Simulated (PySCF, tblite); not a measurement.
# C₅H₁₁NO₃Si: geometry, infrared bands and NMR shifts

Wanted: the infrared bands and NMR shifts of C₅H₁₁NO₃Si (`CCO[C@@H]1C[Si@H](C(N)=O)O1`), by calculation.

Programs: tblite 0.8.0 and PySCF 2.14.0, with density-fitted response routines of our own. Each step states its level of theory. These are calculated values for one molecule in the gas phase, unless marked as measured. Atoms are numbered from 0 throughout.

## (1) The molecule as given

21 atoms, charge 0, multiplicity 1; geometry from: force field or distance geometry start.

Bonds of the start (Å): C0–C1 1.52, C1–O2 1.42, O2–C3 1.46, C3–C4 1.56, C4–Si5 1.87, Si5–C6 1.89, C6–N7 1.37, C6–O8 1.22, Si5–O9 1.67, O9–C3 1.44, C0–H10 1.10, C0–H11 1.08, C0–H12 1.10, C1–H13 1.08, C1–H14 1.10, C3–H15 1.11, C4–H16 1.09, C4–H17 1.08, Si5–H18 1.49, N7–H19 1.02, N7–H20 1.01.

## (2) Relaxing the molecule with GFN2-xTB

Job settings and geometry (Å):

```
{"job": {"kind": "relax", "xc": "GFN2-xTB", "basis": "xTB"}, "charge": 0, "multiplicity": 1}
C      2.541600    -1.310500    -0.620600
C      2.014300     0.037700    -0.146900
O      0.813800    -0.182000     0.586100
C      0.182700     1.030300     1.094800
C     -1.091800     0.789600     1.967700
Si    -1.977000     1.245900     0.382700
C     -2.482400    -0.241200    -0.667700
N     -1.555200    -1.205000    -0.966100
O     -3.642900    -0.311900    -1.033900
O     -0.442400     1.834100     0.074200
H      1.793900    -1.793800    -1.271400
H      3.465100    -1.193800    -1.171400
H      2.698600    -1.980900     0.235800
H      1.832900     0.691900    -0.992800
H      2.752100     0.512200     0.525000
H      0.925900     1.615300     1.667000
H     -1.235600    -0.226800     2.321300
H     -1.213100     1.490700     2.786500
H     -2.943100     2.366500     0.543300
H     -0.593200    -1.158800    -0.640400
H     -1.853200    -1.992600    -1.528500
```

Command:

```sh
> OMP_NUM_THREADS=1 python probes_run.py task.json out
```

The driver reads the jobs from task.json and runs them one after another.

**Question.** This job is followed by: GFN2-xTB harmonic vibrations, gas phase; GIAO PBE0/pcSseg-1 NMR shielding, non-relativistic, gas phase. Predict these results of the whole session: strongest single infrared mode (GFN2-xTB); zero-point energy (GFN2-xTB); 13C shifts against TMS (PBE0/pcSseg-1); 1H shifts against TMS (PBE0/pcSseg-1, means over atoms taken as alike); 17O shifts against H2O (PBE0/pcSseg-1); 29Si shifts against TMS (PBE0/pcSseg-1); 15N shifts against NH3 (PBE0/pcSseg-1).

**Answer**, as computed:

```
                                                              quantity                                               value
                             strongest single infrared mode (GFN2-xTB)                               1719 cm⁻¹, 446 km/mol
                                          zero-point energy (GFN2-xTB)                                      101.2 kcal/mol
                                13C shifts against TMS (PBE0/pcSseg-1)                  179.5, 106.7, 65.6, 29.3, 17.4 ppm
1H shifts against TMS (PBE0/pcSseg-1, means over atoms taken as alike)  6.48, 5.72, 5.36, 4.35, 3.53, 2.50, 1.86, 1.40 ppm
                                17O shifts against H2O (PBE0/pcSseg-1)                             486.6, 124.2, 123.1 ppm
                               29Si shifts against TMS (PBE0/pcSseg-1)                                             4.8 ppm
                                15N shifts against NH3 (PBE0/pcSseg-1)                                           136.8 ppm
```

In words: Relaxing lowered the energy by 0.412 eV in 74 steps; the close pair that moved most is O2–C3, from 1.458 to 1.385 Å. No mode is imaginary among the 57: a minimum at this level. The strongest single mode, at 1719 cm⁻¹, moves mainly C6 and O8. Unscaled tight-binding wavenumbers are off by several per cent, some by more. Its intensities can rank the bands wrongly. At PBE0/pcSseg-1: The largest span, 879 ppm, is at O8, where the paramagnetic term is -546 ppm.
